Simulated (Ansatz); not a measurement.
# Cd2S (P3m1) in Ansatz: notebook

Aim: see how the results for Cd2S move with the level of theory and the settings. Levels: r2SCAN, PBE. Tasks: single point, equation of state, phonons.

Everything below comes from runs of Ansatz 0.2.0. Logs are shortened: lines on timing, memory, paths and dates and some standing lists are left out, and cuts for length are marked.

## (1) Starting point

Symmetry: P3m1, No. 156, trigonal system. Conventional cell: a = 3.963 Å, b = 3.963 Å, c = 5.809 Å, α = 90.00°, β = 90.00°, γ = 120.00°. Around Cd (site symmetry 3m) lie 1 S at 2.52 Å. Cd (site symmetry 3m) is surrounded by 3 S at 2.60 Å. S (site symmetry 3m) has 4 Cd at 2.52 to 2.60 Å as nearest neighbours.

The cell comes from a database or a generator and needn't be the stable form of this composition.

## (2) Single point, r2SCAN, 24.75 Å³/atom (volume scaled by 0.94)

input.yaml reads:

```yaml
crystal:
  lattice:
    - [3.8817765334, 0.0, 0.0]
    - [-1.9408882667, 3.3617170898, 0.0]
    - [0.0, 0.0, 5.6906037861]
  atoms:
    - { symbol: Cd, position: [0.3333333333, 0.6666666667, 0.932717] }
    - { symbol: Cd, position: [0.6666666667, 0.3333333333, 0.578735] }
    - { symbol: S, position: [0.3333333333, 0.6666666667, 0.365705] }
hamiltonian:
  xc: r2scan
  pseudopotentials: { kind: paw }
kpoints:
  mp_grid: { grid: [8, 8, 5] }
scf:
  occupations: { method: fermi_dirac, width: 0.05 }
output:
  forces: true
  stress: true
  eigenvalues: true
  write_density: true
  write_potential: true
  elf: true
  volumetric_format: npy
```

Potentials or basis: Ansatz PAW.

Command:

```sh
ansatz run input.yaml --threads 2 --pin off --max-ram 5632MiB --backend cpu --events-out ev --progress --plain --runs-dir out
```

Standard output:

```text
Warning: RAYON_NUM_THREADS=2 ignored (pool sized by the plan → 2); use --threads N
Engine: ansatz 0.2.0, x86_64-unknown-linux-gnu
Pseudopotentials: kind: paw
Pseudopotential: Cd, paw, valence charge 20, recommended cutoff 500 eV (meta_gga), Cd.paw.azcp
Pseudopotential: S, paw, valence charge 6, recommended cutoff 500 eV (meta_gga), S.paw.azcp
Functional definition: r2SCAN
  parameter k0 = 0.174
  parameter k1 = 0.065
  parameter a1 = 4.9479
  exchange = r2scan_x(k0 = k0, k1 = k1, a1 = a1)
  correlation = r2scan_c
Crystal: 3 atoms, lattice volume = 74.259 Å³
Basis set: ecut = 500 eV, 1899 PW (Γ), exchange–correlation on 120×120×180 points (64 copies of the dense FFT grid, shifted against one another)
Bands: 28, of which v1, the nominal top of the filled ones, is band 23 counted from 1 (22 counted from 0)
Symmetry: 6 space group operations
Space group: P3m1 (ITA 156), of the structure as read, at distance tolerance 4.2e-5 Å
k-points: 40 of 320 (time reversal used)
Non-local potential: Cd, projectors of the file, l = 0: 3, l = 1: 2, l = 2: 2, l = 3: 1
Non-local potential: S, projectors of the file, l = 0: 2, l = 1: 2, l = 2: 2
PAW form: soft (Blöchl's): semilocal exchange-correlation on the pseudo side does not see the compensation charge
PAW frozen core: Cd, regenerated for the run's functional (the file was generated under x = pbe(κ = 0.804, μ = 0.2195149727645171), c = pbe(β = 0.06672455060314922))
PAW frozen core: S, regenerated for the run's functional (the file was generated under x = pbe(κ = 0.804, μ = 0.2195149727645171), c = pbe(β = 0.06672455060314922))
PAW one-centre angular grid: Cd, 590 points (default); XC on 160 Gauss nodes
PAW one-centre angular grid: S, 302 points (default); XC on 160 Gauss nodes
Initial density: superposition of atomic densities (neutral atoms: chi_scale 0, normalization atom), corrected by the library's trained network
Initial wavefunctions: pseudopotential atomic-orbital guess
Functional: x = r2scan, c = r2scan; τ floored in thin density (d = 2e-4 eV/Å³)
SCF iter   1: F=—  HF=-17443.038199 eV  |F-HF|=—  |Δ(HF+E_count)|=         —  Δρ=6.59e-3  dr2=2.98e-2  dr2_τ=2.12e-2  ethr=1.77e-3  ⟨swp⟩=6.3  Hψ=4730  notcnv=0
preconditioner: auto → Resta (q_TF=auto, 2.519 Å⁻¹)  ε∞=4.6  [insulator: Δε(μ)=0.282 eV  Ē_g=12.419 eV  σ=0.050 eV  W_gap=0.88  n_scr=22 (ndim 8)  ℏωp=23.6 eV  f_vac=0.079  D(μ)=0.11/eV (n_scr^D=0)  ε∞_Penn≈4.6]
SCF iter   2: F=—  HF=-17443.053327 eV  |F-HF|=—  |Δ(HF+E_count)|=   1.51e-2  Δρ=3.89e-3  dr2=9.88e-3  dr2_τ=7.58e-4  ethr=6.47e-5  ⟨swp⟩=2.1  Hψ=1834  notcnv=0  defer=27
SCF iter   3: F=—  HF=-17443.053878 eV  |F-HF|=—  |Δ(HF+E_count)|=   5.51e-4  Δρ=7.11e-4  dr2=6.15e-4  dr2_τ=2.96e-5  ethr=2.15e-5  ⟨swp⟩=2.1  Hψ=1456  notcnv=0  defer=27
SCF iter   4: F=—  HF=-17443.053969 eV  |F-HF|=—  |Δ(HF+E_count)|=   9.09e-5  Δρ=2.76e-4  dr2=7.44e-5  dr2_τ=1.94e-6  ethr=1.34e-6  ⟨swp⟩=2.4  Hψ=1682  notcnv=0  defer=27
SCF iter   5: F=—  HF=-17443.054007 eV  |F-HF|=—  |Δ(HF+E_count)|=   3.79e-5  Δρ=9.62e-5  dr2=5.90e-6  dr2_τ=3.99e-7  ethr=1.62e-7  ⟨swp⟩=2.0  Hψ=1693  notcnv=0  defer=27
SCF iter   6: F=—  HF=-17443.054008 eV  |F-HF|=—  |Δ(HF+E_count)|=   9.16e-7  Δρ=2.13e-5  dr2=3.94e-7  dr2_τ=2.62e-8  ethr=1.28e-8  ⟨swp⟩=2.1  Hψ=1656  notcnv=0  defer=27
SCF iter   7: F=-17443.054008 eV  HF=-17443.054008 eV  |F-HF|=1.51e-8  |Δ(HF+E_count)|=   3.26e-7  Δρ=5.96e-6  dr2=3.11e-8  dr2_τ=2.90e-9  ethr=2.17e-10  ⟨swp⟩=11.7  Hψ=7814  notcnv=0
SCF 1 converged in 7 iterations: F = -17443.054008 eV  dr2 = 3.11e-8
SCF converged after 7 iterations
Free energy (F): -17443.054008 eV
Harris-Foulkes:  -17443.054008 eV  (|F-HF|=1.51e-8)
Internal energy: -17443.052990 eV  (E = F + TS)
E sigma→0 (E₀):  -17443.053499 eV
Entropy (-TS):   -0.001018 eV (-0.339 meV/atom)
Fermi energy:    9.031773 eV
--- Per-component energies (eV) ---
  E_band       = -1016.772588
  E_kinetic    = 1117.694198
  E_local      = -7604.805658  (includes V_loc(G=0)·N_el)
  E_nonlocal   = 95.997020
  E_hartree    = 3523.589687
  E_xc         = -428.534378
  E_vxc        = -586.848365  (∫ρ·V_xc dr)
  E_paw        = -8820.303611  (= ΣΔE_a)
  E_vpaw       = -1125.353670  (= ΣTr[D̂ρ^β])
  E_aug_tail   = 0.000012  (compensation charges beyond the density's cutoff)
  E_vtau       = 39.365773  (kinetic-family band-sum trace: ∫τ·v_τ [+ j·A + Jᵃ·Aᵃ] dr)
  E_ewald      = -5325.450953
  E_core_change = -1.239308  (= ΣΔE_core)
  E_smearing   = -0.001018  (= −TS)
  E_closure    = 0.000000  (closes the sum)
  Σ components = -17443.054008   (vs F -17443.054008, Δ=0.00e0)
--- Forces (eV/Å), atoms counted from 1 ---
  atom   1  Cd     0.00000000    -0.00000000    -0.12084853
  atom   2  Cd    -0.00000000    -0.00000000     0.22741261
  atom   3  S      0.00000000     0.00000000    -0.10652670
  max |Σ_I F_I| component: 3.74e-5 eV/Å
--- Stress (GPa, compression-positive) ---
        0.867777      -0.000000       0.000000
       -0.000000       0.867777      -0.000000
        0.000000       0.000000       2.226490
  P = ⅓ Tr σ = 1.3207 GPa (13.207 kbar)
--- Band table (eV; the first three rows and the last of 40) ---
  k-point 0: bands = ["-96.4378", "-96.1522", "-56.5931", "-56.5931", "-56.5632", "-56.3019", "-56.3019", "-56.2952", "-4.7773", "-0.0928", "-0.0928", "-0.0021", "-0.0021", "0.0925", "0.2904", "0.3320", "0.3320", "0.7499", "0.7499", "4.0807", "4.8555", "7.9706", "7.9706", "12.6195", "14.4188", "16.1500", "16.1500", "17.9394"]
  k-point 1: bands = ["-96.4379", "-96.1522", "-56.5931", "-56.5931", "-56.5632", "-56.3019", "-56.3019", "-56.2952", "-4.7320", "-0.1271", "-0.1010", "-0.1010", "-0.0180", "-0.0180", "0.3596", "0.3596", "0.4531", "0.7460", "0.7460", "3.1434", "6.2675", "8.0002", "8.0002", "12.1529", "14.2936", "16.0360", "16.0360", "17.5848"]
  k-point 2: bands = ["-96.4378", "-96.1521", "-56.5931", "-56.5931", "-56.5632", "-56.3019", "-56.3019", "-56.2952", "-4.6542", "-0.3701", "-0.1106", "-0.1106", "-0.0445", "-0.0445", "0.4038", "0.4038", "0.6042", "0.7374", "0.7374", "2.4987", "8.0492", "8.0492", "8.1120", "10.9411", "14.0404", "15.8002", "15.8002", "17.3519"]
  k-point 39: bands = ["-96.4378", "-96.1521", "-56.5942", "-56.5938", "-56.5631", "-56.3028", "-56.3025", "-56.2951", "-4.2177", "-0.2638", "-0.1189", "0.0101", "0.1239", "0.2306", "0.3631", "0.4053", "0.5775", "0.6210", "1.0532", "4.5625", "5.1907", "6.0748", "8.3729", "10.3033", "11.1166", "14.5793", "15.3059", "16.0145"]
```

Run time: 22 s. Hardware: 2 threads of Intel Xeon at 2.50GHz (Skylake/Cascade Lake), shared host; peak memory 0.52 GiB.

Results:

| Quantity | Value |
| --- | --- |
| Free energy | -17443.0540 eV |
| Pressure | 1.3 GPa |
| Largest force | 0.227 eV/Å |
| Band gap on the k mesh | 0.30 eV, indirect (least direct gap 0.69 eV) |

Caveat: odd divisions of the mesh miss points on the zone boundary, where band edges often lie, so the gap on the mesh can be too wide; the PAW data sets come from PBE, with cores solved anew for the run's functional, which leaves a small shift of forces and pressure.

## (3) Single point, r2SCAN, 25.28 Å³/atom (volume scaled by 0.96)

input.yaml, as its differences from that of step 2:

```diff
@@ -2,5 +2,5 @@
   lattice:
-    - [3.8817765334, 0.0, 0.0]
-    - [-1.9408882667, 3.3617170898, 0.0]
-    - [0.0, 0.0, 5.6906037861]
+    - [3.9091138886, 0.0, 0.0]
+    - [-1.9545569443, 3.3853919338, 0.0]
+    - [0.0, 0.0, 5.730679781]
   atoms:
@@ -20,5 +20 @@
   eigenvalues: true
-  write_density: true
-  write_potential: true
-  elf: true
-  volumetric_format: npy
```

Potentials or basis: Ansatz PAW.

Command:

```sh
ansatz run input.yaml --threads 2 --pin off --max-ram 5632MiB --backend cpu --events-out ev --progress --plain --runs-dir out
```

Run time: 17 s. Hardware: 2 threads of Intel Xeon at 2.50GHz (Skylake/Cascade Lake), shared host; peak memory 0.53 GiB.

The run converged. Its results:

```yaml
Free_energy: -17443.0613 eV
Pressure: 0.2 GPa
Largest_force: 0.134 eV/Å
Band_gap_on_the_k_mesh: 0.29 eV, indirect (least direct gap 0.67 eV)
```

Caveat: odd divisions of the mesh miss points on the zone boundary, where band edges often lie, so the gap on the mesh can be too wide; the PAW data sets come from PBE, with cores solved anew for the run's functional, which leaves a small shift of forces and pressure.

## (4) Single point, r2SCAN, 25.81 Å³/atom (volume scaled by 0.98)

input.yaml, as its differences from that of step 3:

```diff
@@ -2,5 +2,5 @@
   lattice:
-    - [3.9091138886, 0.0, 0.0]
-    - [-1.9545569443, 3.3853919338, 0.0]
-    - [0.0, 0.0, 5.730679781]
+    - [3.9360741467, 0.0, 0.0]
+    - [-1.9680370733, 3.4087402022, 0.0]
+    - [0.0, 0.0, 5.7702029595]
   atoms:
```

Command:

```sh
ansatz run input.yaml --threads 2 --pin off --max-ram 5632MiB --backend cpu --events-out ev --progress --plain --runs-dir out
```

Run time: 19 s. Hardware: 2 threads of Intel Xeon at 2.50GHz (Skylake/Cascade Lake), shared host; peak memory 0.53 GiB.

It converged, with:

```
Free energy            : -17443.0581 eV
Pressure               : -0.8 GPa
Largest force          : 0.047 eV/Å
Band gap on the k mesh : 0.29 eV, indirect (least direct gap 0.65 eV)
```

Caveat: odd divisions of the mesh miss points on the zone boundary, where band edges often lie, so the gap on the mesh can be too wide; the PAW data sets come from PBE, with cores solved anew for the run's functional, which leaves a small shift of forces and pressure.

## (5) Single point, r2SCAN, 26.33 Å³/atom

input.yaml, as its differences from that of step 4:

```diff
@@ -2,5 +2,5 @@
   lattice:
-    - [3.9360741467, 0.0, 0.0]
-    - [-1.9680370733, 3.4087402022, 0.0]
-    - [0.0, 0.0, 5.7702029595]
+    - [3.962670049, 0.0, 0.0]
+    - [-1.9813350245, 3.4317729293, 0.0]
+    - [0.0, 0.0, 5.809192]
   atoms:
```

Command:

```sh
ansatz run input.yaml --threads 2 --pin off --max-ram 5632MiB --backend cpu --events-out ev --progress --plain --runs-dir out
```

Wall time 21 s (2 threads of Intel Xeon at 2.50GHz (Skylake/Cascade Lake), shared host); peak memory 0.52 GiB.

It converged, with:

```yaml
Free_energy: -17443.0455 eV
Pressure: -1.7 GPa
Largest_force: 0.034 eV/Å
Band_gap_on_the_k_mesh: 0.29 eV, indirect (least direct gap 0.63 eV)
```

Caveat: odd divisions of the mesh miss points on the zone boundary, where band edges often lie, so the gap on the mesh can be too wide; the PAW data sets come from PBE, with cores solved anew for the run's functional, which leaves a small shift of forces and pressure.

## (6) Single point, r2SCAN, 26.86 Å³/atom (volume scaled by 1.02)

input.yaml, as its differences from that of step 5:

```diff
@@ -2,5 +2,5 @@
   lattice:
-    - [3.962670049, 0.0, 0.0]
-    - [-1.9813350245, 3.4317729293, 0.0]
-    - [0.0, 0.0, 5.809192]
+    - [3.9889136618, 0.0, 0.0]
+    - [-1.9944568309, 3.4545005647, 0.0]
+    - [0.0, 0.0, 5.8476645914]
   atoms:
@@ -20 +20,5 @@
   eigenvalues: true
+  write_density: true
+  write_potential: true
+  elf: true
+  volumetric_format: npy
```

Potentials or basis: Ansatz PAW.

Command:

```sh
ansatz run input.yaml --threads 2 --pin off --max-ram 5632MiB --backend cpu --events-out ev --progress --plain --runs-dir out
```

Wall time 25 s (2 threads of Intel Xeon at 2.50GHz (Skylake/Cascade Lake), shared host); peak memory 0.53 GiB.

The run converged. Its results:

| Item | Value |
| --- | --- |
| Free energy | -17443.0246 eV |
| Pressure | -2.5 GPa |
| Largest force | 0.111 eV/Å |
| Band gap on the k mesh | 0.30 eV, indirect (least direct gap 0.61 eV) |

Caveat: odd divisions of the mesh miss points on the zone boundary, where band edges often lie, so the gap on the mesh can be too wide; the PAW data sets come from PBE, with cores solved anew for the run's functional, which leaves a small shift of forces and pressure.

## (7) Single point, r2SCAN, 27.39 Å³/atom (volume scaled by 1.04)

input.yaml, as its differences from that of step 6:

```diff
@@ -2,5 +2,5 @@
   lattice:
-    - [3.9889136618, 0.0, 0.0]
-    - [-1.9944568309, 3.4545005647, 0.0]
-    - [0.0, 0.0, 5.8476645914]
+    - [4.0148164244, 0.0, 0.0]
+    - [-2.0074082122, 3.4769330151, 0.0]
+    - [0.0, 0.0, 5.8856375034]
   atoms:
@@ -20,5 +20 @@
   eigenvalues: true
-  write_density: true
-  write_potential: true
-  elf: true
-  volumetric_format: npy
```

Command:

```sh
ansatz run input.yaml --threads 2 --pin off --max-ram 5632MiB --backend cpu --events-out ev --progress --plain --runs-dir out
```

Wall time 19 s (2 threads of Intel Xeon at 2.50GHz (Skylake/Cascade Lake), shared host); peak memory 0.52 GiB.

The run converged. Its results:

| Property | Result |
| --- | --- |
| Free energy | -17442.9964 eV |
| Pressure | -3.2 GPa |
| Largest force | 0.182 eV/Å |
| Band gap on the k mesh | 0.31 eV, indirect (least direct gap 0.60 eV) |

Caveat: odd divisions of the mesh miss points on the zone boundary, where band edges often lie, so the gap on the mesh can be too wide; the PAW data sets come from PBE, with cores solved anew for the run's functional, which leaves a small shift of forces and pressure.

## (8) Single point, r2SCAN, 27.91 Å³/atom (volume scaled by 1.06)

input.yaml, as its differences from that of step 7:

```diff
@@ -2,5 +2,5 @@
   lattice:
-    - [4.0148164244, 0.0, 0.0]
-    - [-2.0074082122, 3.4769330151, 0.0]
-    - [0.0, 0.0, 5.8856375034]
+    - [4.040389193, 0.0, 0.0]
+    - [-2.0201945965, 3.4990796824, 0.0]
+    - [0.0, 0.0, 5.9231266511]
   atoms:
```

Command:

```sh
ansatz run input.yaml --threads 2 --pin off --max-ram 5632MiB --backend cpu --events-out ev --progress --plain --runs-dir out
```

Wall time 20 s (2 threads of Intel Xeon at 2.50GHz (Skylake/Cascade Lake), shared host); peak memory 0.52 GiB.

The run converged. Its results:

| Quantity | Value |
| --- | --- |
| Free energy | -17442.9617 eV |
| Pressure | -3.8 GPa |
| Largest force | 0.249 eV/Å |
| Band gap on the k mesh | 0.32 eV, indirect (least direct gap 0.60 eV) |

Caveat: odd divisions of the mesh miss points on the zone boundary, where band edges often lie, so the gap on the mesh can be too wide; the PAW data sets come from PBE, with cores solved anew for the run's functional, which leaves a small shift of forces and pressure.

## (9) Equation of state, r2SCAN

Potentials or basis: Ansatz PAW.

No new run: the results of the series are fitted here.

Results:

| Item | Value |
| --- | --- |
| Equilibrium volume | 25.37 Å³/atom |
| Bulk modulus at fixed shape and positions | 50 GPa |
| Pressure derivative of the bulk modulus | 4.8 |

Energy against volume, from the lowest point:
| volume (Å³/atom) | energy (meV/atom) |
| --- | --- |
| 24.753 | 2.44 |
| 25.280 | 0.00 |
| 25.806 | 1.07 |
| 26.333 | 5.26 |
| 26.860 | 12.23 |
| 27.386 | 21.63 |
| 27.913 | 33.22 |

Caveat: the cell was scaled at fixed shape and fractional positions, which overstates the stiffness of a crystal with free parameters, most of all of layers and chains; the PAW data sets were made with another functional, which shifts forces and pressure a little.

## (10) Phonons, PBE

input.yaml reads:

```yaml
crystal:
  lattice:
    - [3.962670049, 0.0, 0.0]
    - [-1.9813350245, 3.4317729293, 0.0]
    - [0.0, 0.0, 5.809192]
  atoms:
    - { symbol: Cd, position: [0.3333333333, 0.6666666667, 0.932717] }
    - { symbol: Cd, position: [0.6666666667, 0.3333333333, 0.578735] }
    - { symbol: S, position: [0.3333333333, 0.6666666667, 0.365705] }
hamiltonian:
  xc: pbe
  pseudopotentials: { kind: paw }
kpoints:
  mp_grid: { grid: [8, 8, 4] }
scf:
  occupations: { method: fermi_dirac, width: 0.05 }
phonons:
  method: dfpt
```

Potentials or basis: Ansatz PAW.

Command:

```sh
ansatz run input.yaml --threads 2 --pin off --max-ram 5632MiB --backend cpu --events-out ev --progress --plain --runs-dir out
```

Standard output:

```text
Warning: RAYON_NUM_THREADS=2 ignored (pool sized by the plan → 2); use --threads N
[... 2 set-up lines as earlier in the session ...]
Pseudopotential: Cd, paw, valence charge 20, recommended cutoff 420 eV (normal), Cd.paw.azcp
Pseudopotential: S, paw, valence charge 6, recommended cutoff 420 eV (normal), S.paw.azcp
Functional definition: PBE
[... 56 lines left out ...]
  k-point 1: bands = ["-94.1681", "-93.8931", "-55.2406", "-55.2406", "-55.1986", "-54.9561", "-54.9522", "-54.9522", "-4.4986", "-0.3525", "-0.2901", "-0.2901", "-0.2122", "-0.2122", "0.1234", "0.1234", "0.2416", "0.4419", "0.4419", "2.6326", "6.1131", "7.4143", "7.4143", "10.6146", "13.0105", "14.7016", "14.7016", "16.0932"]
  k-point 2: bands = ["-94.1681", "-93.8931", "-55.2406", "-55.2406", "-55.1986", "-54.9561", "-54.9522", "-54.9522", "-4.4392", "-0.5273", "-0.2923", "-0.2923", "-0.2360", "-0.2360", "0.1547", "0.1547", "0.3405", "0.4358", "0.4358", "2.1793", "7.4533", "7.4533", "7.8945", "9.2626", "12.8505", "14.4770", "14.4770", "16.0088"]
  k-point 77: bands = ["-94.1681", "-93.8931", "-55.2413", "-55.2410", "-55.1985", "-54.9561", "-54.9527", "-54.9525", "-4.0994", "-0.4512", "-0.2758", "-0.1978", "-0.1415", "0.0027", "0.0981", "0.1786", "0.2868", "0.3647", "0.6287", "4.0117", "4.7103", "5.9900", "7.7519", "10.0425", "10.4087", "12.2839", "13.9092", "15.2373"]
--- Phonons (Γ-DFPT): 6 representative perturbations + reference, on 78 of 256 k-points (Σ response iterations 20) ---
  k mesh reduced under 2 symmetry operations, with k and −k counted as one. Each operation leaves every solved perturbation unchanged. A smaller set is not used because it would not reduce the number of displacements times k-points to solve
  ASR residual: 2.562e-5 → 0.000e0 eV/Å²; symmetrization residual: 2.717e-5 eV/Å²
  ASR residual per site (eV/Å²): 2.56e-5 4.23e-6 2.51e-5
  Γ frequencies (cm⁻¹): -17.29 -17.29 0.00 0.00 0.00 132.69 194.42 194.42 257.64
  non-analytic LO–TO correction: not included (Born effective charges unavailable; polar crystals: no LO–TO splitting at Γ)
```

second_order_force_constants.tsv:

```text
# format = ansatz-second-order-force-constants/2
# a1_ang = 3.962670049029026e0 0e0 0e0
# a2_ang = -1.981335024514513e0 3.4317729292748633e0 0e0
[... 33 lines left out ...]
1	2	0	0	0	2	-3.569285878797601e0	8.765121169122353e-32	0e0	-8.765121169122353e-32	-3.5692858787976007e0	9.485004357274717e-23	0e0	1.7867101231145395e-22	-2.6757951275890455e0
2	0	0	0	0	0	1.8372242218072724e-1	-1.7530242338244706e-31	0e0	-3.506048467648941e-31	1.837224221807272e-1	-8.823259867232287e-24	0e0	7.49977088714745e-23	-4.120981323749561e0
2	1	0	0	0	1	-3.569285878797601e0	-8.765121169122353e-32	0e0	8.765121169122353e-32	-3.5692858787976007e0	1.7867101231145395e-22	0e0	9.485004357274717e-23	-2.6757951275890455e0
2	2	0	0	0	2	3.385563456616874e0	2.629536350736706e-31	-0e0	2.629536350736706e-31	3.3855634566168735e0	-1.6984775244422167e-22	-0e0	-1.6984775244422167e-22	6.796776451338607e0
```

Wall time 2.4 min (2 threads of Intel Xeon at 2.50GHz (Skylake/Cascade Lake), shared host); peak memory 0.75 GiB.

What came out:

* Free energy: -17411.6140 eV
* Band gap on the k mesh: 0.31 eV, indirect (least direct gap 0.67 eV)
* Highest phonon frequency at Γ, LO-TO splitting left out: 258 cm⁻¹

Phonon frequencies in cm⁻¹ (negative: imaginary):
```
              q point                    frequencies
(0.000, 0.000, 0.000)  -17 -17 0 0 0 133 194 194 258
```

Caveat: some modes are imaginary. A k mesh can miss the band edges.
